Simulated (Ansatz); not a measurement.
# CH4F2O2Si: how energies converge with the basis set

An exercise on one series of results from a longer session: the logs are not shown, and one member is left open.

Program: Ansatz 0.2.0, Gaussian basis. Level of theory: one geometry, several basis sets. These are calculated values, not measurements.

Plan: PBE0-D4/def2-SVP; ωB97M-V/def2-SVP; PBE0-D4/def2-QZVPP; ωB97M-V/def2-QZVPP; the functionals' def2-TZVPP values are taken from earlier runs.

### The geometry

An earlier PBE0-D4 in a triple-zeta def2 set relaxation fixed the geometry.

SMILES `O[SiH2]C(O)(F)F`, 10 atoms, charge 0, spin multiplicity 1.

Atoms are counted from 1 here; the program's logs count them from 0.

Bond lengths: O1–Si2 1.637 Å, O1–H7 0.959 Å, Si2–C3 1.927 Å, Si2–H8 1.476 Å, Si2–H9 1.484 Å, C3–O4 1.349 Å, C3–F5 1.379 Å, C3–F6 1.371 Å, O4–H10 0.968 Å. Angles: Si2–O1–H7 118.1°, O1–Si2–C3 110.1°, O1–Si2–H8 107.5°, O1–Si2–H9 113.0°, C3–Si2–H8 109.2°, C3–Si2–H9 104.8°, H8–Si2–H9 112.2°, Si2–C3–O4 112.7°, Si2–C3–F5 109.3°, Si2–C3–F6 110.5°, O4–C3–F5 109.7°, O4–C3–F6 110.2°, F5–C3–F6 104.1°, C3–O4–H10 109.0°.

The first run:

Input file in.yaml:

```yaml
crystal:
  periodic: [false, false, false]
  atoms:
    - {symbol: O, position_ang: [-1.059272, -1.747070, 0.380529]}
    - {symbol: Si, position_ang: [-0.168313, -0.512699, 0.981681]}
    - {symbol: C, position_ang: [0.346286, 0.685019, -0.437811]}
    - {symbol: O, position_ang: [1.188605, 0.112195, -1.321978]}
    - {symbol: F, position_ang: [-0.783616, 1.129912, -1.091852]}
    - {symbol: F, position_ang: [0.905804, 1.825435, 0.076992]}
    - {symbol: H, position_ang: [-1.865829, -1.533334, -0.091323]}
    - {symbol: H, position_ang: [1.044865, -1.096125, 1.587644]}
    - {symbol: H, position_ang: [-0.921557, 0.334958, 1.938428]}
    - {symbol: H, position_ang: [1.396328, 0.750509, -2.019209]}
basis:
  gaussian: {orbitals: def2-SVP}
hamiltonian: {xc: pbe0, dispersion: d4}
output: {orbitals: {seedname: orbitals}}
```

Launch:

```sh
$ ansatz run in.yaml --threads 4 --pin off --events-out ev --progress --plain --max-ram 10444MiB
```

Among the steps run: PBE0-D4 in def2-SVP; ωB97M-V in def2-SVP; PBE0-D4 in def2-QZVPP; ωB97M-V in def2-QZVPP.

One of the session's tables, all rows but one given; the rest of the session is left out.

It belongs to the step «Density functionals: the series». 

| functional | basis | HOMO (eV) | LUMO (eV) |
| --- | --- | --- | --- |
| PBE0-D4 | def2-SVP | -8.65 | 0.57 |
| PBE0-D4 | def2-TZVPP | ? | ? |
| PBE0-D4 | def2-QZVPP | -8.93 | -0.22 |
| ωB97M-V | def2-SVP | -10.94 | 2.45 |
| ωB97M-V | def2-TZVPP | -11.20 | 1.65 |
| ωB97M-V | def2-QZVPP | -11.26 | 1.25 |

Estimate the missing values for PBE0-D4, def2-TZVPP.

The run gave: HOMO (eV): -8.88; LUMO (eV): -0.01. In the column «HOMO (eV)» it lies between PBE0-D4, def2-QZVPP (-8.93) and PBE0-D4, def2-SVP (-8.65).
